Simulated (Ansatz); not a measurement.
# COSSe (SMILES S=C1O[Se]1): one structure at several levels

The task here is to estimate one member of a computed series from the others.

Program: Ansatz 0.2.0, Gaussian basis. Level of theory: single points in def2-TZVPP. These are calculated values, not measurements.

Correlated methods freeze the cores. Filled d shells of the heavier atoms are correlated. B3LYP uses VWN-RPA correlation.

## Starting geometry

4 atoms, charge 0, spin multiplicity 1.

Atoms are counted from 1 here; the program's logs count them from 0.

Bond lengths: S1–C2 1.589 Å, C2–O3 1.119 Å, C2–Se4 1.969 Å, O3–Se4 1.719 Å. Angles: S1–C2–O3 167.4°, S1–C2–Se4 130.5°, O3–C2–Se4 60.4°, C2–O3–Se4 85.1°, C2–Se4–O3 34.5°.

Geometry (Å):

| atom | x (Å) | y (Å) | z (Å) |
| --- | --- | --- | --- |
| S1 | -0.3140 | -0.0815 | 1.8799 |
| C2 | -0.3752 | 0.0895 | 0.3017 |
| O3 | -0.6460 | 0.1235 | -0.7837 |
| Se4 | 1.0391 | -0.0778 | -1.0579 |

The first run:

Contents of run/in.yaml:

```yaml
crystal:
  periodic: [false, false, false]
  atoms:
    - {symbol: S, position_ang: [-0.314000, -0.081500, 1.879900]}
    - {symbol: C, position_ang: [-0.375200, 0.089500, 0.301700]}
    - {symbol: O, position_ang: [-0.646000, 0.123500, -0.783700]}
    - {symbol: Se, position_ang: [1.039100, -0.077800, -1.057900]}
basis:
  gaussian: {orbitals: def2-TZVPP}
correlation: {method: ccsd_t}
output: {forces: true}
```

No record of the launch command was kept for these runs.

Steps of the session up to this table: CCSD(T)/def2-TZVPP; PBE0-D4/def2-TZVPP; wB97M-V/def2-TZVPP; r2SCAN-D4/def2-TZVPP; PBE-D4/def2-TZVPP; r2SCANh-D4/def2-TZVPP; B3LYP-D4/def2-TZVPP.

One table of the session follows, with a row left open; its other results are not shown here.

| method | RMS force component (eV/Å) | angle to CCSD(T) forces (°) | dipole (D) |
| --- | --- | --- | --- |
| CCSD(T) | 6.507 | reference | 0.56 |
| PBE0-D4 | ? | ? | ? |
| wB97M-V | 6.198 | 1.6 | 0.50 |
| r2SCAN-D4 | 6.428 | 1.4 | 0.62 |
| PBE-D4 | 6.687 | 1.1 | 0.53 |
| r2SCANh-D4 | 6.288 | 1.8 | 0.59 |
| B3LYP-D4 | 6.317 | 1.6 | 0.48 |

Q: Estimate the row for PBE0-D4 from the others.

The run gave: RMS force component (eV/Å): 6.247; angle to CCSD(T) forces (°): 1.7; dipole (D): 0.50. In the column «RMS force component (eV/Å)» it lies between wB97M-V (6.198) and r2SCANh-D4 (6.288).
